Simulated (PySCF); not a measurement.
# Hg2F4: other functionals and bases at one geometry

The task here is to estimate one member of a computed series from the others.

Method: several levels, as the steps say, no spin–orbit coupling; program: PySCF 2.14.0.

3 further runs of the same task are left out: 2 for a known fault of the program, 1 that didn't finish.

## The starting structure

6 atoms, charge 0, spin multiplicity 1.

Bond lengths: Hg1–F4 1.983 Å, Hg1–F5 1.938 Å, Hg2–F3 1.983 Å, Hg2–F6 1.938 Å. Angles: F4–Hg1–F5 176.6°, F3–Hg2–F6 176.6°.

Coordinates:

```tsv
atom	x (Å)	y (Å)	z (Å)
Hg1	-0.41423	0.00000	1.79781
Hg2	0.41423	0.00000	-1.79781
F3	1.37361	0.00000	-0.06182
F4	-1.37361	0.00000	0.06182
F5	0.42168	0.00000	3.54665
F6	-0.42168	0.00000	-3.54665
```

Formal oxidation states: Hg +2. An earlier session relaxed this geometry at TPSS, Hg def2-SVP with ECP60, F def2-SVP (singlet, point group C2h).

At TPSS on the finer grid: E = -705.950579 Eh, HOMO -7.98 eV, LUMO -3.62 eV, Mulliken charge on Hg1 +0.78 e, largest force component 0.033 eV/Å. 

Levels to run: r2SCAN; PBE0; CAM-B3LYP; BLYP; TPSS, TZVP; TPSS, x2c-SVP. Hardware: 2 threads of Intel Xeon 6975P-C (Granite Rapids), shared host.

Set-up of the first run:

The input, run.py (the lines that set the calculation):

```python
mol = gto.M(atom='''
Hg    -0.41423     0.00000     1.79781
Hg     0.41423     0.00000    -1.79781
F      1.37361     0.00000    -0.06182
F     -1.37361     0.00000     0.06182
F      0.42168     0.00000     3.54665
F     -0.42168     0.00000    -3.54665''',
    basis={'Hg': 'def2-SVP', 'F': 'def2-SVP'},
    ecp={'Hg': 'def2-SVP'},
    charge=0, spin=0)
mf = dft.RKS(mol, xc='R2SCAN')
mf.grids.atom_grid = (75, 302)
mf = mf.density_fit()  # fitting sets: Hg def2-universal-JKFIT, F def2-universal-JKFIT
mf.conv_tol = 1e-08; mf.max_cycle = 55
mf.kernel(dm0)  # dm0: the density of the relaxed state
```

Run with:

```
$ OMP_NUM_THREADS=2 python run.py
```

Steps of the session up to this table: r2SCAN; PBE0; CAM-B3LYP; BLYP; TPSS, TZVP; TPSS, x2c-SVP.

One of the session's tables, all rows but one given; the rest of the session is left out.

| level | HOMO (eV) | gap (eV) | charge on Hg1 (e) | largest force component (eV/Å) |
| --- | --- | --- | --- | --- |
| TPSS (relaxed here) | -7.98 | 4.36 | 0.78 | 0.03 |
| r2SCAN | -8.36 | 4.72 | 0.84 | 0.25 |
| PBE0 | -9.81 | 7.01 | 0.88 | 0.34 |
| CAM-B3LYP | -11.23 | 9.49 | 0.86 | 0.45 |
| BLYP | ? | ? | ? | ? |
| TPSS, TZVP | -8.37 | 4.50 | 0.96 | 0.12 |
| TPSS, x2c-SVP | -8.29 | 4.37 | 0.63 | 0.23 |

Q: Estimate the row for BLYP from the others.

As computed: HOMO (eV): -7.76; gap (eV): 4.06; charge on Hg1 (e): 0.73; largest force component (eV/Å): 0.32. In the column «HOMO (eV)» it is the highest.

In one basis the HOMO–LUMO gap runs from 4.06 eV (BLYP) to 9.49 eV (CAM-B3LYP). The largest leftover force, 0.45 eV/Å with CAM-B3LYP, stands at a geometry relaxed at another level. Total energies of different levels can't be compared.
